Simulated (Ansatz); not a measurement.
**Cl− with SiH₃F: structure and interaction energy**

Aim: relax the pair, then compute its interaction energy with counterpoise at many levels, up to CCSD(T).

The runs use Ansatz 0.2.0, Gaussian basis; PBE0-D4 structure, single points in def2-TZVPPD.

Levels: PBE-D4, revPBE-D4, BLYP-D4, r2SCAN-D4, B97M-V, PBE0-D4, B3LYP-D4, HSE06-D4, wB97X-V, wB97M-V, B2PLYP, Hartree-Fock, MP2, CCSD, CCSD(T). The reference is CCSD(T) extrapolated to the basis limit.

Cores are frozen in the correlated methods. B3LYP uses VWN-RPA correlation. B2PLYP carries no dispersion term here.

163 further runs of the same task are left out: 163 set aside as unsound or not needed.

### 1 Starting geometry

The pair, from a GFN2-xTB docking trial: 6 atoms, charge -1, spin multiplicity 1.

Atoms are counted from 1 here; the program's logs count them from 0.

Bond lengths: Cl1–Si2 2.405 Å, Si2–F3 1.695 Å, Si2–H4 1.459 Å, Si2–H5 1.459 Å, Si2–H6 1.459 Å. Angles: Cl1–Si2–F3 179.4°, Cl1–Si2–H4 86.6°, Cl1–Si2–H5 86.7°, Cl1–Si2–H6 85.4°, F3–Si2–H4 93.4°, F3–Si2–H5 93.9°, F3–Si2–H6 94.0°, H4–Si2–H5 118.9°, H4–Si2–H6 119.6°, H5–Si2–H6 120.2°.

Coordinates:

```csv
atom,x (Å),y (Å),z (Å)
Cl1,0.04430,0.23400,-2.22660
Si2,-0.00610,-0.01790,0.16510
F3,-0.03170,-0.21090,1.84910
H4,1.14550,0.87740,0.19740
H5,-1.34580,0.55680,0.11200
H6,0.19380,-1.43950,-0.09700
```

Atoms 1 to 1 are fragment A (Cl−), the rest fragment B (SiH₃F).

### 2 A first relaxation in a small basis

Contents of pre/in.yaml:

```yaml
crystal:
  periodic: [false, false, false]
  atoms:
    - {symbol: Cl, position_ang: [0.044300, 0.234000, -2.226600]}
    - {symbol: Si, position_ang: [-0.006100, -0.017900, 0.165100]}
    - {symbol: F, position_ang: [-0.031700, -0.210900, 1.849100]}
    - {symbol: H, position_ang: [1.145500, 0.877400, 0.197400]}
    - {symbol: H, position_ang: [-1.345800, 0.556800, 0.112000]}
    - {symbol: H, position_ang: [0.193800, -1.439500, -0.097000]}
basis:
  gaussian: {orbitals: def2-SVPD}
total_charge: -1
hamiltonian: {xc: pbe, dispersion: d4}
relax: {f_tol: 0.03, max_steps: 250}
```

Started as:

```console
$ ansatz run in.yaml --threads 2 --pin off --events-out ev --progress --plain --max-ram 5222MiB
```

After this run come: Relaxation at PBE0-D4; wB97X-V/def2-TZVPPD; wB97M-V/def2-TZVPPD; B2PLYP/def2-TZVPPD; B97M-V/def2-TZVPPD; CCSD(T)/def2-TZVPPD; MP2/def2-QZVPPD; Hartree-Fock/STO-3G; SPW92/def2-SVP; wB97M-V/def2-SVP; CCSD(T)/def2-SVP; Vibrations of the pair.

Q: Predict the outcome of this session. Wanted: interaction energy, CCSD(T)/CBS; of it Hartree-Fock; D4 term of PBE0-D4; shortest contact; lowest wavenumber.

**Answer**, as computed:

```
                        quantity            value
 interaction energy, CCSD(T)/CBS  -33.84 kcal/mol
of it Hartree-Fock (basis limit)  -26.13 kcal/mol
              D4 term of PBE0-D4   -1.41 kcal/mol
                shortest contact   Cl1–Si2 2.46 Å
               lowest wavenumber         202 cm⁻¹
```

**Reading.** The pair is bound by 33.84 kcal/mol at fixed fragment shapes. Hartree-Fock gives 77 % of it, so electrostatics, induction and charge transfer lead. wB97M-V is the best functional here (-0.02 kcal/mol from CCSD(T)/CBS); B2PLYP is the worst (+3.07 kcal/mol). Mean unsigned error by rung: GGA 1.35, meta-GGA 0.54, hybrid 1.62, screened hybrid 1.51, range-separated hybrid 0.18, double hybrid 3.07 kcal/mol. PBE-D4 gives an interaction energy 0.81 kcal/mol too low, an error of 2 % of the reference. CCSD(T) moves by -2.04 kcal/mol from triple zeta to the limit; gaps between functionals far smaller than that don't rank them. A lower arrangement may exist.
